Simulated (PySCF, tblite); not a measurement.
# C5H6BCl3: geometry, infrared bands and NMR shifts

Wanted: the infrared bands and NMR shifts of C5H6BCl3 (`C/C=C(Cl)/C=C\B(Cl)Cl`), by calculation.

Computed with tblite 0.8.0 and PySCF 2.14.0, with density-fitted response routines of our own, on a single molecule in the gas phase. Atoms are numbered from 0 throughout.

## (1) The molecule as given

15 atoms, charge 0, multiplicity 1; geometry from: force field or distance geometry start.

Bonds of the start (Å): C0–C1 1.48, C1–C2 1.35, C2–Cl3 1.78, C2–C4 1.47, C4–C5 1.34, C5–B6 1.58, B6–Cl7 1.85, B6–Cl8 1.84, C0–H9 1.10, C0–H10 1.12, C0–H11 1.12, C1–H12 1.10, C4–H13 1.07, C5–H14 1.08.

## (2) Geometry optimisation with GFN2-xTB

Job settings and geometry (Å):

```
{"job": {"kind": "relax", "xc": "GFN2-xTB", "basis": "xTB"}, "charge": 0, "multiplicity": 1}
C     -2.461300     1.066900    -0.267700
C     -1.364500     0.507300     0.552800
C     -0.422900    -0.327900     0.066400
Cl    -0.526900    -0.886500    -1.615700
C      0.591500    -0.890200     0.971800
C      1.889500    -1.012500     0.668400
B      2.634500    -0.382800    -0.575200
Cl     4.361000    -0.937100    -0.924000
Cl     2.098800     1.227100    -1.288500
H     -2.056500     1.656600    -1.106900
H     -3.111200     0.249100    -0.662200
H     -3.101400     1.737000     0.358400
H     -1.314600     0.796400     1.615700
H      0.261400    -1.258000     1.924100
H      2.518300    -1.537400     1.375700
```

Run with:

```console
$ OMP_NUM_THREADS=1 python probes_run.py task.json out
```

The driver reads the jobs from task.json and runs them one after another.

**Question.** This job is followed by: GFN2-xTB harmonic vibrations, gas phase; GIAO PBE0/pcSseg-1 NMR shielding, non-relativistic, gas phase. Predict these results of the whole session: strongest single infrared mode (GFN2-xTB); zero-point energy (GFN2-xTB); 13C shifts against TMS (PBE0/pcSseg-1); 1H shifts against TMS (PBE0/pcSseg-1, means over atoms taken as alike); 35Cl shifts against HCl (PBE0/pcSseg-1, means over atoms taken as alike); 11B shifts against BF3·OEt2 (PBE0/pcSseg-1).

**Answer**, as computed:

```
                                                                quantity                                 value
                               strongest single infrared mode (GFN2-xTB)                  955 cm⁻¹, 123 km/mol
                                            zero-point energy (GFN2-xTB)                         61.2 kcal/mol
                                  13C shifts against TMS (PBE0/pcSseg-1)  147.6, 147.3, 139.9, 131.9, 19.5 ppm
  1H shifts against TMS (PBE0/pcSseg-1, means over atoms taken as alike)            6.34, 6.14, 6.00, 2.10 ppm
35Cl shifts against HCl (PBE0/pcSseg-1, means over atoms taken as alike)                          282, 228 ppm
                             11B shifts against BF3·OEt2 (PBE0/pcSseg-1)                              44.8 ppm
```

Relaxing lowered the energy by 0.634 eV in 143 steps; the close pair that moved most is B6–Cl7, from 1.847 to 1.755 Å. All 39 modes are real, so the xTB geometry is a minimum. The strongest single mode, at 955 cm⁻¹, is spread over many atoms; the largest shares are those of B6. Unscaled tight-binding wavenumbers are off by several per cent, some by more. Its intensities can rank the bands wrongly. At PBE0/pcSseg-1: The largest span, 364 ppm, is at Cl7, Cl8, where the paramagnetic term is -424 ppm.
